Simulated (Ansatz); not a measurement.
# H₇N₂OSi₂ radical: one species, many methods

Aim: compute H₇N₂OSi₂ radical with functionals from several rungs and with coupled cluster, and see how far each lands from CCSD(T) at the basis-set limit for the atomisation energy.

Computed with Ansatz 0.2.0, Gaussian basis. Level: functionals in def2-TZVPP, the program's frozen cores in correlated methods.

The runs, in order: PBE-D4, r2SCAN-D4, PBE0-D4, B3LYP-D4, ωB97X-V, ωB97M-V, B2PLYP; CCSD(T)/def2-TZVPP; MP2/def2-QZVPP; extrapolation to the limit.

## 1. The geometry

All runs share one geometry, relaxed beforehand with PBE0-D4 in a triple-zeta def2 set.

12 atoms, charge 0, spin multiplicity 2.

Atoms are counted from 1 here; the program's logs count them from 0.

Bond lengths: N1–Si2 1.723 Å, N1–H6 1.010 Å, N1–H7 1.009 Å, Si2–O3 1.643 Å, Si2–H8 1.499 Å, O3–Si4 1.637 Å, Si4–N5 1.718 Å, Si4–H9 1.483 Å, Si4–H10 1.484 Å, N5–H11 1.007 Å, N5–H12 1.007 Å. Angles: Si2–N1–H6 117.3°, Si2–N1–H7 119.4°, H6–N1–H7 111.6°, N1–Si2–O3 107.9°, N1–Si2–H8 106.9°, O3–Si2–H8 109.7°, Si2–O3–Si4 138.3°, O3–Si4–N5 112.2°, O3–Si4–H9 105.4°, O3–Si4–H10 110.0°, N5–Si4–H9 111.3°, N5–Si4–H10 106.4°, H9–Si4–H10 111.7°, Si4–N5–H11 119.5°, Si4–N5–H12 121.4°, H11–N5–H12 111.4°.

## 2. PBE-D4 (GGA)

Contents of in.yaml:

```yaml
crystal:
  periodic: [false, false, false]
  atoms:
    - {symbol: N, position_ang: [1.247858, -1.479795, 0.318658]}
    - {symbol: Si, position_ang: [1.402625, -0.109063, 1.351586]}
    - {symbol: O, position_ang: [0.451130, 1.087558, 0.749243]}
    - {symbol: Si, position_ang: [-0.696806, 1.274140, -0.402182]}
    - {symbol: N, position_ang: [-1.651527, -0.140243, -0.601163]}
    - {symbol: H, position_ang: [0.311968, -1.791201, 0.099236]}
    - {symbol: H, position_ang: [1.881713, -2.256543, 0.428610]}
    - {symbol: H, position_ang: [2.839937, 0.314567, 1.299705]}
    - {symbol: H, position_ang: [-1.522236, 2.421791, 0.045850]}
    - {symbol: H, position_ang: [-0.059188, 1.537480, -1.715977]}
    - {symbol: H, position_ang: [-1.714059, -0.572609, -1.507954]}
    - {symbol: H, position_ang: [-2.491416, -0.286082, -0.065612]}
basis:
  gaussian: {orbitals: def2-TZVPP}
magnetization: {spin_polarized: true, initial_magnetization: 1}
hamiltonian: {xc: pbe, dispersion: d4}
output: {forces: true, orbitals: {seedname: orbitals}}
```

Run with:

```sh
$ ansatz run in.yaml --threads 2 --pin off --events-out ev --progress --plain --max-ram 22528MiB --backend cuda --devices 0, --max-vram 18GiB
```

The runs that follow: r2SCAN-D4 (meta-GGA); PBE0-D4 (hybrid); B3LYP-D4 (hybrid); ωB97X-V (range-separated); ωB97M-V (range-separated); B2PLYP (double hybrid); CCSD(T) in def2-TZVPP; MP2 in def2-QZVPP.

Before running them: what should the planned runs give, taken together? Wanted: atomisation energy, CCSD(T)/CBS; farthest; mean size of error, hybrid; mean size of error, range-separated; gap, smallest and largest; T1 diagnostic; triples share of the correlation energy.

The runs gave:

| quantity | value |
| --- | --- |
| atomisation energy, CCSD(T)/CBS | 43.366 eV |
| functionals within 0.217 eV (0.5 %) | r2SCAN-D4, B3LYP-D4, ωB97X-V, ωB97M-V |
| farthest | B2PLYP (-0.557 eV) |
| mean size of error, hybrid | 0.293 eV |
| mean size of error, range-separated | 0.123 eV |
| gap, smallest and largest | 1.63 eV (PBE-D4), 7.63 eV (ωB97X-V) |
| T1 diagnostic | 0.0133 |
| triples share of the correlation energy | 3.6 % |

In words: PBE-D4 misses by +0.285 eV. Double hybrids carry the basis error of their MP2 part in triple zeta, and no dispersion term here, so their miss is partly the set-up's. The reference freezes the cores and leaves out relativity and excitations past (T), so misses under about 0.217 eV can't be ranked. Hartree-Fock recovers 70 % of the binding; the rest is correlation. Orbital gaps span 1.6 to 7.6 eV; exact exchange widens them.
